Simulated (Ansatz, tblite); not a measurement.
# B8N8 wurtzite off sphere (B₈N₈H₂₂): rung by rung

The task here is to estimate one member of a computed series from the others.

The runs use Ansatz 0.2.0, Gaussian basis; as each input shows.

Levels to be run: GFN1-xTB, GFN2-xTB, PBE-D4/def2-TZVP, r2SCAN-D4/def2-TZVP, r2SCAN0-D4/def2-TZVP, HF/def2-TZVP, B97M-V/def2-TZVP, PBE-D4/def2-SVP, PBE0-D4/def2-SVP, HF/6-31G, B3LYP-D4/6-31G, CCSD(T)/def2-SVP, MP2/def2-TZVP, RPA/def2-TZVP.

## The geometry

The singlet was relaxed beforehand with PBE-D4/def2-SVP.

38 atoms, charge 0, spin multiplicity 1.

Bond lengths: B1–N2 1.610 Å, B1–N3 1.590 Å, B1–H17 1.230 Å, B1–H18 1.231 Å, N2–B5 1.592 Å, N2–H19 1.028 Å, N2–H20 1.028 Å, N3–B4 1.579 Å, N3–B11 1.564 Å, N3–H21 1.028 Å, B4–N6 1.606 Å, B4–N7 1.579 Å, B4–H22 1.227 Å, B5–N6 1.574 Å, B5–N12 1.564 Å, B5–H23 1.227 Å, N6–B9 1.574 Å, N6–H24 1.027 Å and more. Angles: N2–B1–N3 104.4°, N2–B1–H17 109.3°, N2–B1–H18 109.1°, N3–B1–H17 110.4°, N3–B1–H18 110.3°, H17–B1–H18 113.0°, B1–N2–B5 113.8°, B1–N2–H19 110.4°, B1–N2–H20 110.3°, B5–N2–H19 109.1°, B5–N2–H20 108.5°, H19–N2–H20 104.2°, B1–N3–B4 111.2°, B1–N3–B11 110.7°, B1–N3–H21 103.9°, B4–N3–B11 112.2°, B4–N3–H21 108.7°, B11–N3–H21 109.8° and more.

PBE0-D4/def2-TZVP was run before; its log isn't repeated, and its numbers join the tables.

Set-up of the first run:

Tight binding, by tblite at 300 K electronic temperature and without a spin-polarisation term:

```python
tblite.interface.Calculator('GFN1-xTB', numbers, positions, charge=0, uhf=0).singlepoint()
```

Tight binding, by tblite at 300 K electronic temperature and without a spin-polarisation term:

```python
tblite.interface.Calculator('GFN2-xTB', numbers, positions, charge=0, uhf=0).singlepoint()
```

start.molden holds the orbitals of an earlier run on this state, given as this run's starting guess.

in.yaml

```yaml
crystal:
  periodic: [false, false, false]
  atoms:
    - {symbol: B, position_ang: [0.333503, -2.823854, -0.845262]}
    - {symbol: N, position_ang: [0.332992, -2.760865, 0.763112]}
    - {symbol: N, position_ang: [0.341812, -1.301022, -1.301884]}
    - {symbol: B, position_ang: [-0.963369, -0.554207, -0.821100]}
    - {symbol: B, position_ang: [0.354314, -1.280328, 1.348181]}
    - {symbol: N, position_ang: [-0.905123, -0.523180, 0.783388]}
    - {symbol: N, position_ang: [-0.956378, 0.950620, -1.298523]}
    - {symbol: B, position_ang: [-2.277732, 1.705603, -0.838526]}
    - {symbol: B, position_ang: [-0.928960, 0.944860, 1.351493]}
    - {symbol: N, position_ang: [-2.222012, 1.668925, 0.769702]}
    - {symbol: B, position_ang: [1.645870, -0.586259, -0.816615]}
    - {symbol: N, position_ang: [1.602915, -0.535303, 0.771486]}
    - {symbol: N, position_ang: [1.594434, 0.921291, -1.323957]}
    - {symbol: B, position_ang: [0.316131, 1.719996, -0.813164]}
    - {symbol: B, position_ang: [1.652499, 0.950977, 1.351954]}
    - {symbol: N, position_ang: [0.340513, 1.653753, 0.774756]}
    - {symbol: H, position_ang: [-0.693478, -3.380151, -1.229988]}
    - {symbol: H, position_ang: [1.358093, -3.389464, -1.226054]}
    - {symbol: H, position_ang: [-0.482269, -3.260484, 1.140971]}
    - {symbol: H, position_ang: [1.140580, -3.273163, 1.140284]}
    - {symbol: H, position_ang: [0.333718, -1.351412, -2.329110]}
    - {symbol: H, position_ang: [-1.967381, -1.132398, -1.223547]}
    - {symbol: H, position_ang: [0.356831, -1.326813, 2.574567]}
    - {symbol: H, position_ang: [-1.736933, -1.003457, 1.147487]}
    - {symbol: H, position_ang: [-1.005384, 0.971050, -2.325642]}
    - {symbol: H, position_ang: [-3.274348, 1.097205, -1.224227]}
    - {symbol: H, position_ang: [-2.253644, 2.876835, -1.215805]}
    - {symbol: H, position_ang: [-0.966330, 0.967615, 2.577988]}
    - {symbol: H, position_ang: [-3.062100, 1.211783, 1.146977]}
    - {symbol: H, position_ang: [-2.261315, 2.623362, 1.149695]}
    - {symbol: H, position_ang: [2.664269, -1.129463, -1.239159]}
    - {symbol: H, position_ang: [2.448755, -0.989156, 1.135511]}
    - {symbol: H, position_ang: [1.685459, 0.975368, -2.346924]}
    - {symbol: H, position_ang: [2.424434, 1.399292, -0.936006]}
    - {symbol: H, position_ang: [0.355837, 2.874437, -1.233197]}
    - {symbol: H, position_ang: [1.634017, 0.938453, 2.579171]}
    - {symbol: H, position_ang: [2.668010, 1.537219, 0.941130]}
    - {symbol: H, position_ang: [0.371760, 2.612358, 1.140878]}
basis:
  gaussian: {orbitals: def2-TZVP, fitting: {mean_field: def2-universal-jkfit}, initial_orbitals: start.molden}
hamiltonian: {xc: pbe, dispersion: d4}
scf: {omitted_lower_state_checks: [starts]}
output: {orbitals: {seedname: orbitals}}
```

Command:

```console
$ ansatz run in.yaml --threads 2 --pin off --events-out ev --progress --plain --max-ram 32768MiB --backend cuda --devices 0, --max-vram 18GiB
```

Among the steps run: PBE-D4/def2-TZVP; r2SCAN-D4/def2-TZVP; r2SCAN0-D4/def2-TZVP; HF/def2-TZVP; B97M-V/def2-TZVP; PBE-D4/def2-SVP; PBE0-D4/def2-SVP; HF/6-31G; B3LYP-D4/6-31G; CCSD(T)/def2-SVP; MP2/def2-TZVP; RPA/def2-TZVP.

One of the session's tables, all rows but one given; the rest of the session is left out.

It belongs to the step «Binding energy». 

| method | binding an atom (eV) |
| --- | --- |
| HF/6-31G | 2.835 |
| HF/def2-SVP | 3.059 |
| HF/def2-TZVP | 2.977 |
| PBE-D4/def2-SVP | 4.285 |
| PBE-D4/def2-TZVP | 4.222 |
| r2SCAN-D4/def2-TZVP | 4.131 |
| B97M-V/def2-TZVP | 4.118 |
| B3LYP-D4/6-31G | 4.063 |
| PBE0-D4/def2-SVP | ? |
| PBE0-D4/def2-TZVP | 4.160 |
| r2SCAN0-D4/def2-TZVP | 4.083 |
| MP2/def2-SVP | 4.005 |
| MP2/def2-TZVP | 4.041 |
| CCSD/def2-SVP | 3.897 |
| CCSD(T)/def2-SVP | 3.943 |

Q: Estimate the row for PBE0-D4/def2-SVP from the others.

As computed: binding an atom (eV): 4.225. In the column «binding an atom (eV)» it lies between PBE-D4/def2-TZVP (4.222) and PBE-D4/def2-SVP (4.285).

Limits of these values: Free atoms were run apart at each level; binding is atoms less cluster, divided by the number of atoms, without zero-point or spin-orbit terms.
